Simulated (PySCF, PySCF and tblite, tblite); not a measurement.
# C₂H₈B₂FP: a path driven as pyramidal inversion, and NMR exchange, part 2 of 2

PySCF and tblite. Atoms count from 0. The steps go on from the part before.

### Step 7. Shieldings, start: PBE0/pcSseg-1

What the job is given:

```
{"job": {"kind": "nmr", "xc": "PBE0", "basis": "pcSseg-1", "pop": false}, "charge": 0, "multiplicity": 1}
C     -1.146091     1.166605    -0.085151
B     -0.452381    -0.241925    -0.161081
C     -1.220831    -1.552469     0.245987
P      1.307819    -0.365371    -0.859290
B      2.435247     0.902993    -0.033305
F      2.031248     2.163389     0.100720
H     -0.467409     2.030917    -0.082901
H     -1.824697     1.233288     0.782573
H     -1.793372     1.258989    -0.979575
H     -2.289897    -1.505298    -0.023714
H     -0.793037    -2.492207    -0.134106
H     -1.191162    -1.607773     1.352378
H      1.848757    -1.616308    -0.469902
H      3.555126     0.624695     0.325201
```

Log:

```text
coarse grid: 12016 points
cycle   1  E = -571.4538646757  dE =  3.040e-01  |g| = 5.629e-01  |ddm| = 3.122e+00
cycle   2  E = -571.4047433736  dE =  4.912e-02  |g| = 7.861e-01  |ddm| = 1.012e+00
cycle   3  E = -571.5206919776  dE = -1.159e-01  |g| = 8.662e-02  |ddm| = 6.242e-01
cycle   4  E = -571.5221113072  dE = -1.419e-03  |g| = 2.440e-02  |ddm| = 7.963e-02
cycle   5  E = -571.5222251636  dE = -1.139e-04  |g| = 5.446e-03  |ddm| = 2.140e-02
cycle   6  E = -571.5222345409  dE = -9.377e-06  |g| = 2.111e-03  |ddm| = 1.054e-02
final grid: 111344 points
cycle   7  E = -571.5584652109  dE = -3.738e-05  |g| = 8.610e-03  |ddm| = 2.572e-02
cycle   8  E = -571.5584526437  dE =  1.257e-05  |g| = 1.079e-02  |ddm| = 1.904e-02
cycle   9  E = -571.5584858494  dE = -3.321e-05  |g| = 6.555e-04  |ddm| = 1.149e-02
cycle  10  E = -571.5584859603  dE = -1.109e-07  |g| = 2.230e-04  |ddm| = 8.611e-04
cycle  11  E = -571.5584859695  dE = -9.179e-09  |g| = 6.351e-05  |ddm| = 1.944e-04
cycle  12  E = -571.5584859703  dE = -7.764e-10  |g| = 1.986e-05  |ddm| = 7.765e-05
converged SCF energy = -571.5584859703

GIAO shielding tensors (ppm)
atom      isotropic    diamagn.    paramagn.     s11        s22        s33       span
  0 C      169.496     253.201     -83.705    147.609    175.644    185.235     37.625
  1 B       15.618     192.389    -176.770    -40.692    -31.299    118.845    159.537
  2 C      167.224     252.749     -85.525    149.571    169.182    182.918     33.346
  3 P      396.848     971.433    -574.585    234.368    419.955    536.221    301.853
  4 B       42.067     191.134    -149.067    -24.243     62.000     88.445    112.688
  5 F      184.779     470.325    -285.546    -13.466     56.998    510.804    524.271
  6 H       29.292      31.608      -2.316     24.376     29.173     34.326      9.950
  7 H       30.186      30.819      -0.632     26.461     28.991     35.106      8.645
  8 H       30.479      29.822       0.658     26.777     28.157     36.504      9.727
  9 H       30.054      29.953       0.101     26.092     28.818     35.252      9.160
 10 H       30.038      30.875      -0.836     25.844     29.859     34.412      8.568
 11 H       30.426      30.285       0.141     27.178     28.505     35.594      8.415
 12 H       27.474      31.747      -4.273     23.689     26.475     32.259      8.570
 13 H       25.022      27.444      -2.422     22.655     23.495     28.916      6.261
```

Run time: 9.3 s. Hardware: 1 thread of Intel Xeon 6975P-C, shared host; peak memory 0.75 GiB.

This run: HOMO -7.29 eV, LUMO -1.09 eV; dipole 1.52 D.

### Step 8. Shieldings, saddle of leg 1: PBE0/pcSseg-1

What the job is given:

```
{"job": {"kind": "nmr", "xc": "PBE0", "basis": "pcSseg-1", "pop": false}, "charge": 0, "multiplicity": 1}
C     -1.165216     1.141232     0.044245
B     -0.488721    -0.281377     0.032490
C     -1.339174    -1.602534     0.141735
P      1.364210    -0.379832    -0.100160
B      2.592931     1.013049    -0.197004
F      2.175769     2.276757    -0.162640
H     -0.477157     1.995720     0.106490
H     -1.894337     1.211156     0.871042
H     -1.756575     1.250718    -0.884482
H     -2.231688    -1.549682    -0.505973
H     -0.799606    -2.535740    -0.078067
H     -1.724253    -1.677789     1.176630
H      1.968745    -1.649778    -0.155623
H      3.775070     0.788098    -0.288681
```

Log:

```text
coarse grid: 12016 points
cycle   1  E = -571.4511017183  dE =  3.431e-01  |g| = 5.652e-01  |ddm| = 3.157e+00
cycle   2  E = -571.3975319015  dE =  5.357e-02  |g| = 7.990e-01  |ddm| = 1.043e+00
cycle   3  E = -571.5191707491  dE = -1.216e-01  |g| = 8.498e-02  |ddm| = 6.439e-01
cycle   4  E = -571.5205533763  dE = -1.383e-03  |g| = 2.476e-02  |ddm| = 7.543e-02
cycle   5  E = -571.5206703588  dE = -1.170e-04  |g| = 5.753e-03  |ddm| = 2.056e-02
cycle   6  E = -571.5206806139  dE = -1.026e-05  |g| = 2.177e-03  |ddm| = 1.004e-02
cycle   7  E = -571.5206818903  dE = -1.276e-06  |g| = 4.361e-04  |ddm| = 2.538e-03
final grid: 111344 points
cycle   8  E = -571.5566043537  dE = -4.169e-05  |g| = 7.451e-03  |ddm| = 2.399e-02
cycle   9  E = -571.5565985620  dE =  5.792e-06  |g| = 8.845e-03  |ddm| = 1.365e-02
cycle  10  E = -571.5566187259  dE = -2.016e-05  |g| = 6.760e-04  |ddm| = 7.950e-03
cycle  11  E = -571.5566188286  dE = -1.027e-07  |g| = 2.213e-04  |ddm| = 7.292e-04
cycle  12  E = -571.5566188378  dE = -9.245e-09  |g| = 4.437e-05  |ddm| = 1.833e-04
cycle  13  E = -571.5566188383  dE = -5.214e-10  |g| = 1.375e-05  |ddm| = 7.059e-05
converged SCF energy = -571.5566188383

GIAO shielding tensors (ppm)
atom      isotropic    diamagn.    paramagn.     s11        s22        s33       span
  0 C      171.562     253.437     -81.875    150.519    180.252    183.915     33.397
  1 B       26.728     191.463    -164.735    -24.428    -16.146    120.759    145.187
  2 C      171.031     252.460     -81.429    153.233    175.904    183.957     30.723
  3 P      373.349     973.094    -599.746    202.975    393.111    523.959    320.984
  4 B       48.985     190.304    -141.319     -5.101     62.623     89.434     94.536
  5 F      211.552     470.158    -258.605     35.972     82.788    515.898    479.926
  6 H       29.451      32.010      -2.559     24.132     29.670     34.550     10.418
  7 H       30.283      30.344      -0.061     26.410     28.735     35.703      9.293
  8 H       30.425      30.244       0.181     26.747     28.370     36.158      9.411
  9 H       30.241      29.757       0.485     26.360     28.807     35.557      9.197
 10 H       30.217      30.828      -0.611     25.861     29.925     34.866      9.006
 11 H       30.394      29.538       0.856     26.962     28.094     36.126      9.164
 12 H       26.957      31.575      -4.619     23.188     25.380     32.302      9.113
 13 H       25.190      27.046      -1.856     23.257     23.643     28.670      5.413
```

Run time: 9.2 s. Hardware: 1 thread of Intel Xeon 6975P-C, shared host; peak memory 0.75 GiB.

In short: HOMO -6.99 eV, LUMO -1.51 eV; dipole 1.54 D.

### Step 9. Kinetics and line shapes

What the job is given:

```
{"job": {"smiles": "CB(C)PBF", "charge": 0, "mult": 1, "motion": "inversion", "what": "phosphorus", "atoms": [3], "drives": [{"terms": [["t", [12, 1, 4, 3], 0.3333333333333333], ["t", [1, 4, 12, 3], 0.3333333333333333], ["t", [4, 12, 1, 3], 0.3333333333333333]], "neg": true, "n": 8}], "study": "path", "level": {"kind": "nmr", "xc": "PBE0", "basis": "pcSseg-1"}, "fields": [80, 250, 700], "first": 3, "seed": 572, "refine": {"xc": "B3LYP", "basis": "def2-SVP"}, "kind": "path"}, "charge": 0, "multiplicity": 1}
C     -1.174384     1.171133    -0.115213
B     -0.439053    -0.222875    -0.164737
C     -1.175284    -1.541590     0.295835
P      1.277061    -0.326691    -0.871674
B      2.413912     0.846474    -0.023341
F      2.046222     2.110406     0.138412
H     -0.499644     2.016660     0.004117
H     -1.929344     1.228022     0.666651
H     -1.697512     1.329654    -1.060043
H     -2.238811    -1.527806     0.064561
H     -0.748819    -2.449935    -0.125955
H     -1.103827    -1.636000     1.380539
H      1.765486    -1.568243    -0.527242
H      3.503318     0.570316     0.315923
```

Log:

```text
stationary points (kcal/mol above the start)
  n  kind          group   xTB      DFT    lowest mode
  0  minimum      C1       0.00     0.00      52.6
  1  saddle       C1       1.65     1.31     -95.9
  2  minimum      C1       0.00     0.00      47.8

GFN2-xTB energies: T/K, barrier G, reaction G (kcal/mol), k forward, k back (1/s)
 150.00     1.61    -0.02   1.41e+10    1.3e+10
 200.00     1.69    -0.03   5.95e+10   5.54e+10
 250.00     1.79    -0.03   1.43e+11   1.34e+11
 298.15     1.89    -0.04   2.55e+11   2.41e+11
 350.00     2.02    -0.04   4.01e+11   3.79e+11
 400.00     2.15    -0.04   5.56e+11   5.29e+11
 500.00     2.45    -0.04   8.86e+11   8.49e+11

B3LYP-D3(BJ)/def2-SVP energies: T/K, barrier G, reaction G (kcal/mol), k forward, k back (1/s)
 150.00     1.65    -0.02   1.22e+10   1.13e+10
 200.00     1.73    -0.03   5.34e+10   4.96e+10
 250.00     1.83    -0.03   1.31e+11   1.23e+11
 298.15     1.93    -0.04   2.37e+11   2.23e+11
 350.00     2.06    -0.04   3.76e+11   3.56e+11
 400.00     2.20    -0.04   5.27e+11      5e+11
 500.00     2.49    -0.04   8.49e+11   8.12e+11

PBE0/pcSseg-1 + D3(BJ) energies: T/K, barrier G, reaction G (kcal/mol), k forward, k back (1/s)
 150.00     1.27    -0.02   4.44e+10   4.09e+10
 200.00     1.35    -0.03    1.4e+11    1.3e+11
 250.00     1.44    -0.03   2.85e+11   2.67e+11
 298.15     1.55    -0.04   4.54e+11   4.27e+11
 350.00     1.68    -0.04   6.54e+11   6.19e+11
 400.00     1.81    -0.04   8.54e+11   8.12e+11
 500.00     2.11    -0.04   1.25e+12    1.2e+12
```

It took 2.7 min on 1 thread of Intel Xeon 6975P-C, shared host; peak memory 0.75 GiB. This counts the whole study up to here.

Barriers by level (kcal/mol; entropies in cal/(mol K)). Zero-point and thermal terms come from xTB in every row. ΔG‡ leaves symmetry out; the rate counts one path; effective ΔG‡, where given, is the barrier that would give that rate by Eyring's equation alone:

```
                 level   ΔE‡  with zero-point   ΔH‡   ΔS‡  ΔG‡ (298 K)  ΔE of reaction  k at 298 K (1/s)  effective ΔG‡
              GFN2-xTB  1.65             1.51  1.12  -2.6         1.89            0.00           2.6e+11           1.89
 B3LYP-D3(BJ)/def2-SVP  1.69             1.55  1.16  -2.6         1.93            0.00           2.4e+11           1.93
PBE0/pcSseg-1 + D3(BJ)  1.31             1.16  0.78  -2.6         1.55            0.00           4.5e+11           1.55
```

### Step 10. Summary of results

The summary covers parts 1 to 2.

| quantity | value |
| --- | --- |
| barrier (PBE0/pcSseg-1 + D3(BJ)) | ΔE‡ 1.3, ΔG‡(298 K) 1.6 kcal/mol |
| barrier (GFN2-xTB) | ΔE‡ 1.6 kcal/mol |
| rate at 298 K | 4.5e+11 s⁻¹ |
| end of the path | the start, renumbered or mirrored |

DFT puts the top 1.3 kcal/mol above the start (xTB: 1.6); the rate from the DFT barrier is 4.5e+11 s⁻¹ at 298 K. An error of 1.4 kcal/mol changes that rate tenfold. No two sites that the motion interchanges differ enough in shielding to show exchange.
